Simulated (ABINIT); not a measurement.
SnSe2:

```
Sn Se
1.0
     3.81100    0.00000    0.00000
    -1.90550    3.30042    0.00000
     0.00000    0.00000    6.13600
Sn Se
1 2
Direct
  0.00000 0.00000 0.00000
  0.66667 0.33333 0.75100
  0.33333 0.66667 0.24900
```

Base run:

* Program: ABINIT 10.8.3 (patched build)
* Functional: RPBE
* Potentials or basis: JTH PAW PBE v2.0
* Cutoff: 707 eV
* k mesh: 8 × 8 × 5
* Occupations: fermi-dirac, width 0.05 eV
* Spin: no spin polarisation

Its results: band gap on the k mesh 0.89 eV, indirect (least direct gap 1.24 eV); pressure 7.2 GPa; largest force 0.832 eV/Å.

The run is repeated on the same cell with these changes: functional from RPBE to revPBE. What comes out?

Band gap on the k mesh 0.87 eV, indirect (least direct gap 1.20 eV); pressure 6.7 GPa; largest force 0.818 eV/Å.

Caveats: the PAW data sets were made with another functional, which shifts forces and pressure a little; spin-orbit coupling is left out, which moves the levels of the heavy elements; this functional lacks dispersion, which binds the layers, so the pressure and a relaxed spacing across them are unreliable.

Not every run made on this cell is shown here.
